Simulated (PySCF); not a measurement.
# [SiF3]− (SMILES F[Si-](F)F): B3LYP/STO-6G

What is the vertical ionisation energy of [SiF3]− at B3LYP/STO-6G? 

Program for the calculation: PySCF 2.14.0.

7 further runs of the same task are left out: 7 set aside as unsound or not needed.

### Step 1. The molecule

[SiF3]− has 4 atoms, charge -1, and is taken as a singlet. As SMILES, `F[Si-](F)F`. The shape is that of a GFN2-xTB optimisation.

Bond lengths: Si1–F2 1.693 Å, Si1–F3 1.696 Å, Si1–F4 1.697 Å. Angles: F2–Si1–F3 93.7°, F2–Si1–F4 93.6°, F3–Si1–F4 93.7°.

### Step 2. The energy at B3LYP/STO-6G

job.py reads:

```python
from pyscf import gto, dft

molecule = gto.M(
    atom='''
Si    -0.008447     0.010904     1.294557
F      2.699115    -0.058506    -0.409976
F     -1.298828     2.362630    -0.458844
F     -1.391840    -2.315028    -0.425755
''',
    charge=-1,
    basis='sto-6g',
    max_memory=1860,
    unit='bohr',
    verbose=3,
    spin=0,
)

myscf = dft.RKS(molecule, xc='b3lyp')
myscf.conv_tol = 1e-10
myscf.grids.level = 5
myscf.kernel()
if not myscf.converged:
    myscf = myscf.newton().run(myscf.mo_coeff, myscf.mo_occ)

e_final = myscf.e_tot
print(f'total energy: {e_final:.8f} hartree')
```

Run with:

```bash
$ OMP_NUM_THREADS=1 python job.py
```

The log of the run:

```text
converged SCF energy = -586.281548392499
total energy: -586.28154839 hartree
```

Wall time 4.2 s (1 thread of Arm Neoverse V1, shared host); peak memory 0.22 GiB.

### Step 3. Doublet neutral SiF3, same level

run.py reads:

```python
from pyscf import gto, dft

molecule = gto.Mole()
molecule.atom = 'Si -0.004470 0.005770 0.685050; F 1.428310 -0.030960 -0.216950; F -0.687310 1.250250 -0.242810; F -0.736530 -1.225060 -0.225300'
molecule.verbose = 3
molecule.max_memory = 1860
molecule.basis = 'sto-6g'
molecule.spin = 1
molecule.build()

mf = dft.UKS(molecule, xc='b3lyp')
mf.grids.level = 5
mf.conv_tol = 1e-10
mf.kernel()
if not mf.converged:
    mf = mf.newton().run(mf.mo_coeff, mf.mo_occ)

e_final = mf.e_tot
print(f'total energy: {e_final:.8f} hartree')
```

Run with:

```bash
$ OMP_NUM_THREADS=1 python run.py
```

The log of the run:

```text
WARN: HOMO -0.261227071008475 >= LUMO -0.261227071008472

converged SCF energy = -586.383643838822  <S^2> = 0.75502045  2S+1 = 2.0050142
total energy: -586.38364384 hartree
```

It took 9 s on 1 thread of Arm Neoverse V1, shared host; peak memory 0.23 GiB.

### Step 4. Results

At B3LYP/STO-6G:

```
                                                              quantity          value
                                         singlet [SiF3]−: total energy  -586.28155 Eh
                                          singlet [SiF3]−: HOMO energy        6.54 eV
                                          singlet [SiF3]−: LUMO energy       16.44 eV
singlet [SiF3]−: HOMO–LUMO gap (to an unbound level, set by the basis)        9.90 eV
                                    doublet neutral SiF3: total energy  -586.38364 Eh
                                   doublet neutral SiF3: dipole moment         1.76 D
              doublet neutral SiF3: HOMO energy (highest over α and β)       -3.85 eV
               doublet neutral SiF3: LUMO energy (lowest over α and β)       -0.95 eV
                                            doublet neutral SiF3: ⟨S²⟩          0.755
                   vertical detachment energy (to the doublet neutral)      -2.778 eV
```

In words: The species is unbound against losing an electron at this level, by 2.78 eV (−268 kJ/mol); missing correlation or diffuse functions can give that sign where the real anion is bound. In a minimal basis such a difference can be off by several eV, whatever the method. The HOMO (singlet [SiF3]−) lies at positive energy, 6.54 eV; only total energies tell whether the electron is bound.
